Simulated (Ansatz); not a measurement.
**Ga4As3N: the cell at several levels of theory**

Cell and atoms of an ordered 8-atom cell of Ga4As3N on the zincblende lattice (P-4m2) are relaxed in turn with PBE and r2SCAN. This is a trial cell built on a prototype, not taken from a measured structure, and it needn't be the compound's ground state.

The runs shown are made with Ansatz 0.2.0. PAW datasets, plane waves, zero pressure. Values at 0 K without nuclear motion; spin polarisation is off, and the phase may be a hypothetical one.

**1. The structure to begin with**

This is the cell as the run starts from it, not yet at rest; its lengths are not the crystal's.

Space group P-4m2 (No. 115), tetragonal; a = 3.654 Å, c = 10.334 Å in the conventional setting, 17.24 Å³ an atom. Near N stand 4 Ga at 2.24 Å; near Ga stand 2 N at 2.24 Å and 2 As at 2.24 Å; near As stand 4 Ga at 2.24 Å; near Ga stand 4 As at 2.24 Å.

Structure file:

```
CELL_PARAMETERS angstrom
3.65358 0.00000 0.00000
0.00000 3.65358 0.00000
0.00000 0.00000 10.33388
ATOMIC_POSITIONS crystal
N 0.00000 0.00000 0.00000
Ga 0.00000 0.50000 0.87500
As 0.50000 0.50000 0.75000
Ga 0.50000 0.00000 0.62500
As 0.00000 0.00000 0.50000
Ga 0.00000 0.50000 0.37500
As 0.50000 0.50000 0.25000
Ga 0.50000 0.00000 0.12500
```

**2. Relaxation with PBE**

input.yaml

```yaml
crystal:
  lattice:
    - [3.6535772507, 0.0, 0.0]
    - [0.0, 3.6535772507, 0.0]
    - [0.0, 0.0, 10.3338769982]
  atoms:
    - { symbol: "N", position: [0.0, 0.0, 0.0] }
    - { symbol: Ga, position: [0.0, 0.5, 0.875] }
    - { symbol: As, position: [0.5, 0.5, 0.75] }
    - { symbol: Ga, position: [0.5, 0.0, 0.625] }
    - { symbol: As, position: [0.0, 0.0, 0.5] }
    - { symbol: Ga, position: [0.0, 0.5, 0.375] }
    - { symbol: As, position: [0.5, 0.5, 0.25] }
    - { symbol: Ga, position: [0.5, 0.0, 0.125] }
kpoints:
  mp_grid: { grid: [6, 6, 2] }
hamiltonian:
  xc: pbe
scf:
  occupations: { method: fermi_dirac, width: 0.02 }
relax:
  f_tol: 0.005
  cell: {}
```

Started as:

```sh
$ ansatz run input.yaml --threads 4 --pin off --max-ram 6451MiB --backend cpu --events-out ev --progress --plain --runs-dir out
```

Output:

```text
Warning: RAYON_NUM_THREADS=4 ignored (pool sized by the plan → 4); use --threads N
Engine: ansatz 0.2.0, x86_64-unknown-linux-gnu
Pseudopotentials: kind: paw
Pseudopotential: N, paw, valence charge 5, recommended cutoff 420 eV (normal), N.paw.azcp
Pseudopotential: Ga, paw, valence charge 13, recommended cutoff 420 eV (normal), Ga.paw.azcp
Pseudopotential: As, paw, valence charge 15, recommended cutoff 420 eV (normal), As.paw.azcp
Functional definition: PBE
  parameter kappa = 0.804
  parameter beta = 0.06672455060314922
  exchange = pbe_x(kappa = kappa, mu = beta*pi^2/3)
  correlation = pbe_c(beta = beta)
Crystal: 8 atoms, lattice volume = 137.943 Å³
Basis set: ecut = 420 eV, 2699 PW (Γ), exchange–correlation on 50×50×144 points (8 copies of the dense FFT grid, shifted against one another)
Bands: 62, of which v1, the nominal top of the filled ones, is band 51 counted from 1 (50 counted from 0)
Symmetry: 8 space group operations
Space group: P-4m2 (ITA 115), of the structure as read, at distance tolerance 5.2e-5 Å
k-points: 20 of 72
Non-local potential: N, projectors of the file, l = 0: 2, l = 1: 2, l = 2: 1
Non-local potential: Ga, projectors of the file, l = 0: 2, l = 1: 2, l = 2: 3, l = 3: 1
Non-local potential: As, projectors of the file, l = 0: 2, l = 1: 2, l = 2: 3, l = 3: 1
PAW form: soft (Blöchl's): semilocal exchange-correlation on the pseudo side does not see the compensation charge
PAW one-centre angular grid: N, 110 points (default); XC on 64 Gauss nodes
PAW one-centre angular grid: Ga, 590 points (default); XC on 64 Gauss nodes
PAW one-centre angular grid: As, 590 points (default); XC on 64 Gauss nodes
Initial density: superposition of atomic densities (neutral atoms: chi_scale 0, normalization atom), corrected by the library's trained network
Initial wavefunctions: pseudopotential atomic-orbital guess
Functional: x = pbe(κ = 0.804, μ = 0.2195149727645171), c = pbe(β = 0.06672455060314922)
SCF iter   1: F=—  HF=-30082.592880 eV  |F-HF|=—  |Δ(HF+E_count)|=         —  Δρ=1.74e-3  dr2=5.19e-3  ethr=1.77e-3  ⟨swp⟩=6.0  Hψ=4895  notcnv=0
preconditioner: auto → Resta (q_TF=auto, 2.594 Å⁻¹)  ε∞=4.0  [insulator: Δε(μ)=0.889 eV  Ē_g=15.495 eV  σ=0.020 eV  W_gap=1.00  n_scr=48 (ndim 8)  ℏωp=26.8 eV  f_vac=0.035  D(μ)=0.00/eV (n_scr^D=0)  ε∞_Penn≈4.0]
SCF iter   2: F=—  HF=-30082.591193 eV  |F-HF|=—  |Δ(HF+E_count)|=   1.69e-3  Δρ=8.72e-4  dr2=9.36e-4  ethr=5.09e-6  ⟨swp⟩=2.0  Hψ=1701  notcnv=0  defer=101
SCF iter   3: F=—  HF=-30082.591273 eV  |F-HF|=—  |Δ(HF+E_count)|=   7.99e-5  Δρ=2.78e-4  dr2=1.31e-4  ethr=9.17e-7  ⟨swp⟩=2.0  Hψ=2113  notcnv=0  defer=101
SCF iter   4: F=—  HF=-30082.591266 eV  |F-HF|=—  |Δ(HF+E_count)|=   7.10e-6  Δρ=1.48e-4  dr2=3.77e-5  ethr=1.29e-7  ⟨swp⟩=2.0  Hψ=2056  notcnv=0  defer=101
SCF iter   5: F=—  HF=-30082.591262 eV  |F-HF|=—  |Δ(HF+E_count)|=   4.21e-6  Δρ=8.14e-5  dr2=1.31e-5  ethr=3.69e-8  ⟨swp⟩=2.0  Hψ=1445  notcnv=0  defer=101
SCF iter   6: F=—  HF=-30082.591262 eV  |F-HF|=—  |Δ(HF+E_count)|=   4.33e-7  Δρ=3.27e-5  dr2=1.53e-6  ethr=1.28e-8  ⟨swp⟩=2.0  Hψ=1437  notcnv=0  defer=101
SCF iter   7: F=-30082.591263 eV  HF=-30082.591263 eV  |F-HF|=4.43e-9  |Δ(HF+E_count)|=   1.11e-6  Δρ=7.84e-6  dr2=8.79e-8  ethr=9.80e-11  ⟨swp⟩=3.0  Hψ=4781  notcnv=0
SCF 1 converged in 7 iterations: F = -30082.591263 eV  dr2 = 8.79e-8
relax step   1: F+E_penalty+E_count = -30082.59126321 eV  Δ(F+E_penalty+E_count) = +0.000e0 eV  max|allowed force component| = 4.727e0 eV/Å  Δτ_max = 0.0000 Å  P = +22.909 GPa  Ω = 137.943 Å³  (7 SCF iters, dr2 threshold 1.00e-7 eV, accepted)
Crystal: 8 atoms, lattice volume = 149.073 Å³
Basis set: ecut = 420 eV, 2923 PW (Γ), exchange–correlation on 50×50×144 points (8 copies of the dense FFT grid, shifted against one another)
Initial density: handed on by an earlier stage of this run
Initial wavefunctions: those handed on with the density
iter 1 solved again at ethr=3.32e-4 eV; its pass at ethr=3.10e-3 eV (dr2=3.39e-1 eV) is discarded
SCF iter   1: F=—  HF=-30085.094342 eV  |F-HF|=—  |Δ(HF+E_count)|=         —  Δρ=1.98e-2  dr2=3.44e-1  ethr=3.32e-4  ⟨swp⟩=1.6  Hψ=5744  notcnv=0
preconditioner: auto → Resta (q_TF=auto, 2.561 Å⁻¹)  ε∞=3.9  [insulator: Δε(μ)=0.315 eV  Ē_g=15.196 eV  σ=0.020 eV  W_gap=1.00  n_scr=48 (ndim 8)  ℏωp=25.8 eV  f_vac=0.056  D(μ)=0.00/eV (n_scr^D=0)  ε∞_Penn≈3.9]
SCF iter   2: F=—  HF=-30085.046545 eV  |F-HF|=—  |Δ(HF+E_count)|=   4.78e-2  Δρ=9.32e-3  dr2=6.67e-2  ethr=3.32e-4  ⟨swp⟩=3.2  Hψ=2152  notcnv=0
SCF iter   3: F=—  HF=-30085.041099 eV  |F-HF|=—  |Δ(HF+E_count)|=   5.45e-3  Δρ=4.84e-3  dr2=2.30e-2  ethr=6.54e-5  ⟨swp⟩=2.6  Hψ=2209  notcnv=0  defer=78
SCF iter   4: F=—  HF=-30085.041899 eV  |F-HF|=—  |Δ(HF+E_count)|=   7.99e-4  Δρ=1.28e-3  dr2=3.80e-3  ethr=2.25e-5  ⟨swp⟩=2.6  Hψ=1913  notcnv=0  defer=78
SCF iter   5: F=—  HF=-30085.041960 eV  |F-HF|=—  |Δ(HF+E_count)|=   6.17e-5  Δρ=6.55e-4  dr2=5.87e-4  ethr=3.73e-6  ⟨swp⟩=2.0  Hψ=1978  notcnv=0  defer=87
SCF iter   6: F=—  HF=-30085.041919 eV  |F-HF|=—  |Δ(HF+E_count)|=   4.17e-5  Δρ=1.67e-4  dr2=5.47e-5  ethr=5.76e-7  ⟨swp⟩=2.0  Hψ=1842  notcnv=0  defer=87
SCF iter   7: F=—  HF=-30085.041958 eV  |F-HF|=—  |Δ(HF+E_count)|=   3.89e-5  Δρ=6.97e-5  dr2=8.61e-6  ethr=5.36e-8  ⟨swp⟩=2.0  Hψ=1861  notcnv=0  defer=87
SCF iter   8: F=-30085.041972 eV  HF=-30085.041972 eV  |F-HF|=2.04e-7  |Δ(HF+E_count)|=   1.46e-5  Δρ=2.40e-5  dr2=7.22e-7  ethr=7.84e-10  ⟨swp⟩=3.0  Hψ=5233  notcnv=0
SCF 2 converged in 8 iterations: F = -30085.041972 eV  dr2 = 7.22e-7
relax step   2: F+E_penalty+E_count = -30085.04197200 eV  Δ(F+E_penalty+E_count) = -2.451e0 eV  max|allowed force component| = 1.837e0 eV/Å  Δτ_max = 0.1948 Å  P = +8.922 GPa  Ω = 149.073 Å³  energy of the carried Pulay correction = -7.679e-3 eV  (8 SCF iters, dr2 threshold 8.00e-7 eV, accepted)
Crystal: 8 atoms, lattice volume = 157.057 Å³
Basis set: ecut = 420 eV, 3061 PW (Γ), exchange–correlation on 50×50×144 points (8 copies of the dense FFT grid, shifted against one another)
iter 1 solved again at ethr=2.95e-4 eV; its pass at ethr=3.10e-3 eV (dr2=3.01e-1 eV) is discarded
SCF iter   1: F=—  HF=-30085.769178 eV  |F-HF|=—  |Δ(HF+E_count)|=         —  Δρ=1.82e-2  dr2=3.04e-1  ethr=2.95e-4  ⟨swp⟩=2.0  Hψ=6564  notcnv=0
preconditioner: auto → LDOS  [insulator: Δε(μ)=0.088 eV  Ē_g=14.883 eV  σ=0.020 eV  W_gap=0.56  n_scr=48 (ndim 8)  ℏωp=25.1 eV  f_vac=0.063  D(μ)=0.98/eV (n_scr^D=2)  ε∞_Penn≈3.9  β→1.0]
SCF iter   2: F=—  HF=-30085.773354 eV  |F-HF|=—  |Δ(HF+E_count)|=   4.18e-3  Δρ=7.09e-3  dr2=2.51e-1  ethr=2.95e-4  ⟨swp⟩=4.1  Hψ=2489  notcnv=0
SCF iter   3: F=—  HF=-30085.737896 eV  |F-HF|=—  |Δ(HF+E_count)|=   3.55e-2  Δρ=2.89e-3  dr2=5.32e-2  ethr=2.46e-4  ⟨swp⟩=3.1  Hψ=2356  notcnv=0  defer=95
SCF iter   4: F=—  HF=-30085.730920 eV  |F-HF|=—  |Δ(HF+E_count)|=   6.98e-3  Δρ=7.15e-4  dr2=2.79e-3  ethr=5.22e-5  ⟨swp⟩=2.3  Hψ=1387  notcnv=0  defer=95
SCF iter   5: F=—  HF=-30085.730587 eV  |F-HF|=—  |Δ(HF+E_count)|=   3.33e-4  Δρ=1.38e-4  dr2=7.04e-5  ethr=2.74e-6  ⟨swp⟩=2.1  Hψ=1888  notcnv=0  defer=95
SCF iter   6: F=—  HF=-30085.730430 eV  |F-HF|=—  |Δ(HF+E_count)|=   1.57e-4  Δρ=4.79e-5  dr2=4.56e-6  ethr=6.91e-8  ⟨swp⟩=2.0  Hψ=2223  notcnv=0  defer=95
SCF iter   7: F=-30085.730429 eV  HF=-30085.730430 eV  |F-HF|=3.38e-7  |Δ(HF+E_count)|=   7.21e-7  Δρ=1.42e-5  dr2=3.52e-7  ethr=7.84e-10  ⟨swp⟩=5.0  Hψ=5107  notcnv=0
SCF 3 converged in 7 iterations: F = -30085.730429 eV  dr2 = 3.52e-7
relax step   3: F+E_penalty+E_count = -30085.73042927 eV  Δ(F+E_penalty+E_count) = -6.885e-1 eV  max|allowed force component| = 1.771e-1 eV/Å  Δτ_max = 0.1643 Å  P = +2.271 GPa  Ω = 157.057 Å³  energy of the carried Pulay correction = -1.283e-2 eV  (7 SCF iters, dr2 threshold 8.00e-7 eV, accepted)
[... 11 lines left out ...]
relax step   4: F+E_penalty+E_count = -30085.79134795 eV  Δ(F+E_penalty+E_count) = -6.092e-2 eV  max|allowed force component| = 5.501e-2 eV/Å  Δτ_max = 0.0256 Å  P = +0.521 GPa  Ω = 160.121 Å³  energy of the carried Pulay correction = -1.474e-2 eV  (6 SCF iters, dr2 threshold 8.00e-7 eV, accepted)
[... 10 lines left out ...]
relax step   5: F+E_penalty+E_count = -30085.79315215 eV  Δ(F+E_penalty+E_count) = -1.804e-3 eV  max|allowed force component| = 1.093e-2 eV/Å  Δτ_max = 0.0059 Å  P = +0.061 GPa  Ω = 160.997 Å³  energy of the carried Pulay correction = -1.528e-2 eV  (5 SCF iters, dr2 threshold 8.00e-7 eV, accepted)
[... 9 lines left out ...]
relax step   6: F+E_penalty+E_count = -30085.79311922 eV  Δ(F+E_penalty+E_count) = +3.293e-5 eV  max|allowed force component| = 3.732e-3 eV/Å  Δτ_max = 0.0006 Å  P = +0.005 GPa  Ω = 161.118 Å³  energy of the carried Pulay correction = -1.535e-2 eV  (5 SCF iters, dr2 threshold 1.25e-8 eV, accepted)
[... 14 lines left out ...]
relax step   7: F+E_penalty+E_count = -30085.82242404 eV  Δ(F+E_penalty+E_count) = -2.930e-2 eV  max|allowed force component| = 3.603e-3 eV/Å  Δτ_max = 0.0000 Å  P = +0.222 GPa  Ω = 161.118 Å³  stress off target by 2.31e-1 GPa  SCF on the basis re-selected at this cell (its energy is not comparable with the rows above)  (9 SCF iters)
[... 9 lines left out ...]
relax step   8: F+E_penalty+E_count = -30085.82248736 eV  Δ(F+E_penalty+E_count) = -6.332e-5 eV  max|allowed force component| = 8.170e-4 eV/Å  Δτ_max = 0.0005 Å  P = +0.011 GPa  Ω = 161.570 Å³  energy of the carried Pulay correction = -2.673e-4 eV  (4 SCF iters, dr2 threshold 1.34e-7 eV, accepted)
iter 1 solved again at ethr=8.17e-8 eV; its pass at ethr=3.10e-3 eV (dr2=8.33e-5 eV) is discarded
SCF iter   1: F=—  HF=-30085.822679 eV  |F-HF|=—  |Δ(HF+E_count)|=         —  Δρ=3.71e-5  dr2=1.31e-7  ethr=8.17e-8  ⟨swp⟩=3.0  Hψ=7402  notcnv=0
preconditioner: auto → LDOS  [insulator: Δε(μ)=0.148 eV  Ē_g=14.682 eV  σ=0.020 eV  W_gap=0.54  n_scr=48 (ndim 8)  ℏωp=24.8 eV  f_vac=0.057  D(μ)=0.80/eV (n_scr^D=2)  ε∞_Penn≈3.9  β→1.0]
SCF iter   2: F=—  HF=-30085.822728 eV  |F-HF|=—  |Δ(HF+E_count)|=   4.90e-5  Δρ=1.17e-5  dr2=1.35e-7  ethr=1.29e-10  ⟨swp⟩=2.2  Hψ=2302  notcnv=0
SCF iter   3: F=—  HF=-30085.822728 eV  |F-HF|=—  |Δ(HF+E_count)|=   1.36e-7  Δρ=2.63e-6  dr2=1.03e-8  ethr=1.29e-10  ⟨swp⟩=2.0  Hψ=2261  notcnv=0
SCF iter   4: F=—  HF=-30085.822728 eV  |F-HF|=—  |Δ(HF+E_count)|=   8.96e-9  Δρ=8.68e-7  dr2=2.72e-9  ethr=1.01e-11  ⟨swp⟩=2.0  Hψ=1961  notcnv=0
SCF iter   5: F=-30085.822728 eV  HF=-30085.822728 eV  |F-HF|=1.16e-10  |Δ(HF+E_count)|=  5.20e-10  Δρ=1.49e-7  dr2=4.37e-11  ethr=1.00e-12  ⟨swp⟩=3.0  Hψ=5619  notcnv=0
SCF 9 converged in 5 iterations: F = -30085.822728 eV  dr2 = 4.37e-11
relax step   9: F+E_penalty+E_count = -30085.82272824 eV  Δ(F+E_penalty+E_count) = -2.409e-4 eV  max|allowed force component| = 8.393e-4 eV/Å  Δτ_max = 0.0000 Å  P = +0.011 GPa  Ω = 161.570 Å³  stress off target by 1.41e-2 GPa  SCF on the basis re-selected at this cell (its energy is not comparable with the rows above)  (5 SCF iters)
basis re-selected at this cell: Δ(F+E_penalty+E_count) = -2.409e-4 eV, ΔP = -0.000 GPa vs the last step (what re-selecting the basis moved, of the pressure what is left beyond the Pulay correction that the steps carried, after the strain that the cell walked since its last selection, with what the two solves' SCF thresholds leave and, on support functions, any second-order correction that the steps lacked; it is no measure of the basis error at this ecutwfc). This SCF's stress stands 1.41e-2 GPa from its target on what of the cell is left free (relax.cell.stress_tol is 5.00e-2 GPa) and its largest allowed force component is 8.39e-4 eV/Å (relax.f_tol is 5.00e-3 eV/Å): within both
SCF converged after 5 iterations
Free energy (F): -30085.822728 eV
Harris-Foulkes:  -30085.822728 eV  (|F-HF|=1.16e-10)
Internal energy: -30085.821742 eV  (E = F + TS)
E sigma→0 (E₀):  -30085.822235 eV
Entropy (-TS):   -0.000987 eV (-0.123 meV/atom)
Fermi energy:    8.313499 eV
--- Per-component energies (eV) ---
  E_band       = -971.840782
  E_kinetic    = 897.581946
  E_local      = -13721.074895  (includes V_loc(G=0)·N_el)
  E_nonlocal   = -263.696235
  E_hartree    = 6816.933662
  E_xc         = -571.595864
  E_vxc        = -543.037009  (∫ρ·V_xc dr)
  E_paw        = -13592.396022  (= ΣΔE_a)
  E_vpaw       = -975.481662  (= ΣTr[D̂ρ^β])
  E_aug_tail   = -0.000384  (compensation charges beyond the density's cutoff)
  E_ewald      = -9651.573949
  E_smearing   = -0.000987  (= −TS)
  E_closure    = -0.000000  (closes the sum)
  Σ components = -30085.822728   (vs F -30085.822728, Δ=0.00e0)
--- Forces (eV/Å), atoms counted from 1 ---
  atom   1  N     -0.00000000    -0.00000000     0.00000000
  atom   2  Ga    -0.00000000    -0.00000000     0.00052218
  atom   3  As     0.00000000     0.00000000    -0.00083934
  atom   4  Ga    -0.00000000    -0.00000000     0.00056502
  atom   5  As     0.00000000     0.00000000    -0.00000000
  atom   6  Ga    -0.00000000    -0.00000000    -0.00056502
  atom   7  As     0.00000000     0.00000000     0.00083934
  atom   8  Ga    -0.00000000    -0.00000000    -0.00052218
  max |Σ_I F_I| component: 2.12e-16 eV/Å
--- Stress (GPa, compression-positive) ---
        0.014129       0.000000       0.000000
        0.000000       0.014129       0.000000
        0.000000       0.000000       0.005180
  P = ⅓ Tr σ = 0.0111 GPa (0.111 kbar)
--- Relaxed structure (7 steps of the walk, 7 accepted, 2 SCFs on fresh bases) ---
  F+E_penalty+E_count = -30085.82272824 eV   max|allowed force component| = 8.393e-4 eV/Å   (the final SCF, on the basis selected at the relaxed cell)
  cell:  # Å, volume = 161.5704 Å³
    - [3.866392300399918, -1.0894704990144031e-33, 2.042757185652006e-33]
    - [-1.0894704990144031e-33, 3.866392300399918, 0.0]
    - [5.777789833148478e-33, 0.0, 10.808114713310637]
  atoms:
    - { symbol: N, position: [-1.7440769250784563e-34, 8.386299527266819e-84, -3.567187210659473e-19] }
    - { symbol: Ga, position: [1.5190148142035152e-33, 0.5, 0.912688536282156] }
    - { symbol: As, position: [0.5, 0.5, 0.7749422281321152] }
    - { symbol: Ga, position: [0.5, -2.1382117680737565e-50, 0.6382479000563895] }
    - { symbol: As, position: [2.8024659917730566e-34, -3.2944368572595385e-83, 0.49999999999999994] }
    - { symbol: Ga, position: [-6.125890026102015e-34, 0.5, 0.3617520999436102] }
    - { symbol: As, position: [0.5, 0.5, 0.22505777186788467] }
    - { symbol: Ga, position: [0.5, -2.1382117680737565e-50, 0.08731146371784404] }
```

It took 18 s on 4 threads of Intel Xeon 6975P-C (Granite Rapids), shared host; peak memory 0.65 GiB.

Step by step:

| step | energy change (meV/atom) | largest force (eV/Å) | pressure (GPa) | volume (Å³/atom) |
| --- | --- | --- | --- | --- |
| 1 | 0.0 | 4.7271 | 22.91 | 17.243 |
| 2 | -306.3 | 1.8371 | 8.92 | 18.634 |
| 3 | -392.4 | 0.1771 | 2.27 | 19.632 |
| 4 | -400.0 | 0.0550 | 0.52 | 20.015 |
| 5 | -400.2 | 0.0109 | 0.06 | 20.125 |
| 6 | -400.2 | 0.0037 | 0.01 | 20.140 |
| 7 | -403.9 | 0.0036 | 0.22 | 20.140 |
| 8 | -403.9 | 0.0008 | 0.01 | 20.196 |
| 9 | -403.9 | 0.0008 | 0.01 | 20.196 |

Step 7 solves the same cell on a plane-wave basis chosen anew, so the energy can jump there without a move.

The table lists every geometry solved, with passes on a fresh basis, whose energies don't compare exactly with the rows above.

```
                       before   after    change
                a (Å)   3.654   3.866   +5.82 %
                c (Å)  10.334  10.808   +4.59 %
     volume (Å³/atom)  17.243  20.196  +17.13 %
shortest distance (Å)   2.237   2.151   -3.85 %
          space group   P-4m2   P-4m2      same
```

[end of part 1 of 2]
